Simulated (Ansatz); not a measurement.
# CdF2: a hydrostatic pressure series

An exercise on one series of results from a longer session: the logs are not shown, and one member is left open.

Program: Ansatz 0.2.0. Level of theory: DFT r2SCAN, scalar-relativistic, plane waves, PAW. These are calculated values, not measurements.

1 further run of the same task is left out (set aside as unsound or not needed).

**Starting point**

Symmetry: Fm-3m, No. 225, cubic system. Conventional cell: a = 5.388 Å, b = 5.388 Å, c = 5.388 Å, α = 90.00°, β = 90.00°, γ = 90.00°. Cd (site symmetry m-3m) has 8 F at 2.33 Å in its first shell of neighbours. F (site symmetry -43m) has 4 Cd at 2.33 Å in its first shell of neighbours.

As a file:

```
CELL_PARAMETERS angstrom
0.00000 2.69400 2.69400
2.69400 0.00000 2.69400
2.69400 2.69400 0.00000
ATOMIC_POSITIONS crystal
Cd 0.00000 0.00000 0.00000
F 0.25000 0.25000 0.25000
F 0.75000 0.75000 0.75000
```

It is the result of an earlier relaxation at this level (volume 13.03 Å³/atom; gap on the mesh: 3.79 eV).

The first run:

The input, input.yaml:

```yaml
crystal:
  lattice:
    - [0.0, 2.694, 2.694]
    - [2.694, 0.0, 2.694]
    - [2.694, 2.694, 0.0]
  atoms:
    - { symbol: Cd, position: [0.0, 0.0, 0.0] }
    - { symbol: F, position: [0.25, 0.25, 0.25] }
    - { symbol: F, position: [0.75, 0.75, 0.75] }
basis:
  ecutwfc: 500
kpoints:
  mp_grid: { grid: [8, 8, 8] }
  band_path: { path: [VBM, CBM], npoints: 2 }
hamiltonian:
  xc: r2scan
scf:
  occupations: { method: gaussian, width: 0.02 }
output:
  forces: true
  stress: true
  eigenvalues: true
checkpoint:
  read: start.run
  write: ck
  compress: false
  write_wavefunctions: false
  write_every: 100000
```

Command:

```console
$ ansatz run input.yaml --threads 1 --pin off --max-ram 2560MiB --backend cpu --events-out ev --progress --plain --runs-dir out
```

Among the steps run: Seeking the band edges; -3 GPa; Band edges over the zone at -3 GPa; 3 GPa; Band edges over the zone at 3 GPa; Target pressure 8 GPa; The gap over the whole zone at 8 GPa; Relaxing at 15 GPa; Seeking the band edges at 15 GPa; Target pressure 30 GPa; Seeking the band edges at 30 GPa; Relaxing at 60 GPa; The gap over the whole zone at 60 GPa.

One table of the session follows, with a row left open; its other results are not shown here.

Lengths are those of the vectors of the cell that was run:

```
P (GPa)  V (Å³/atom)  a (Å)  b (Å)  c (Å)  ΔH (eV/atom)
     -3        13.41  3.846  3.846  3.846        -0.248
      0        13.03  3.810  3.810  3.810         0.000
      3        12.72  3.779  3.779  3.779         0.241
      8        12.27  3.733  3.733  3.733         0.631
     15        11.76  3.681  3.681  3.681         1.155
     30            ?      ?      ?      ?             ?
     60         9.90  3.477  3.477  3.477         4.159
```

Q: Estimate the row for P (GPa) = 30 from the others.

Worked estimate for «V (Å³/atom)». A straight line through the neighbours (15, 11.76) and (60, 9.90) gives 11.76 + (9.90 − 11.76) × (30 − 15) / (60 − 15) = 11.14; a parabola fitted to 3 rows on both sides gives 10.87.

As computed: V (Å³/atom): 10.95; a (Å): 3.595; b (Å): 3.595; c (Å): 3.595; ΔH (eV/atom): 2.215. In «V (Å³/atom)» the line misses by +0.19 and the parabola by -0.08.

ΔH is E + PV over the energy at zero pressure; a, b and c are the vectors of the computed cell.
